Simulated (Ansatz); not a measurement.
# BFH5NOS: the cost of one run

Method: RKS PBE/6-31G*, in Ansatz 0.2.0.

1 further run of the same task is left out (it didn't finish).

**1. Starting point**

Bond lengths: N2–H3 1.060 Å, N2–H4 1.060 Å, B1–F5 1.320 Å, B1–O6 1.410 Å, O6–H7 1.010 Å, B1–S8 2.190 Å, S8–H9 1.400 Å, N2–H10 1.150 Å, S8–H10 1.419 Å. Angles: H3–N2–H4 120.0°, H3–N2–H10 101.9°, H4–N2–H10 85.4°, F5–B1–O6 120.0°, F5–B1–S8 105.4°, O6–B1–S8 92.8°, B1–O6–H7 109.5°, B1–S8–H9 109.5°, B1–S8–H10 67.0°, H9–S8–H10 116.0°, N2–H10–S8 138.5°.

Structure file:

```xyz
10

B     0.0000    0.0000    0.0000
N     0.0000    0.0000    1.9000
H    -0.8770   -0.2713    2.4300
H     0.8770    0.2713    2.4300
F     1.1431    0.0000   -0.6600
O    -1.2211    0.0000   -0.7050
H    -1.7308   -0.8467   -0.4965
S    -0.2739    2.0601    0.6906
H    -1.5750    2.4834    0.3940
H    -0.1503    1.1307    1.7562
```

**2. Pulling towards end A**

Springs on the bonds that form and break draw the guess towards this end; the thresholds are loose.

input.yaml reads:

```yaml
crystal:
  periodic: [false, false, false]
  atoms:
    - { symbol: B, position_ang: [0.0, 0.0, 0.0] }
    - { symbol: "N", position_ang: [0.0, 0.0, 1.9] }
    - { symbol: H, position_ang: [-0.877, -0.2713, 2.43] }
    - { symbol: H, position_ang: [0.877, 0.2713, 2.43] }
    - { symbol: F, position_ang: [1.1431, 0.0, -0.66] }
    - { symbol: O, position_ang: [-1.2211, 0.0, -0.705] }
    - { symbol: H, position_ang: [-1.7308, -0.8467, -0.4965] }
    - { symbol: S, position_ang: [-0.2739, 2.0601, 0.6906] }
    - { symbol: H, position_ang: [-1.575, 2.4834, 0.394] }
    - { symbol: H, position_ang: [-0.1503, 1.1307, 1.7562] }
basis:
  gaussian: { orbitals: "6-31G*" }
hamiltonian:
  xc: pbe
relax:
  f_tol: 0.15
  max_steps: 25
  restrain:
    - { distance: [0, 7], at: 3.09, k: 30.0 }
    - { distance: [9, 1], at: 2.26, k: 30.0 }
    - { distance: [0, 1], at: 1.55, k: 30.0 }
    - { distance: [9, 7], at: 1.4, k: 30.0 }
```

Started as:

```bash
$ ansatz run input.yaml --threads 2 --pin off --max-ram 3072MiB --backend cpu --events-out ev --progress --plain --runs-dir out
```

Q: Estimate wall time and peak memory on 2 threads of Arm Neoverse V2, shared host.

About 22 s, with a peak of 0.18 GiB.
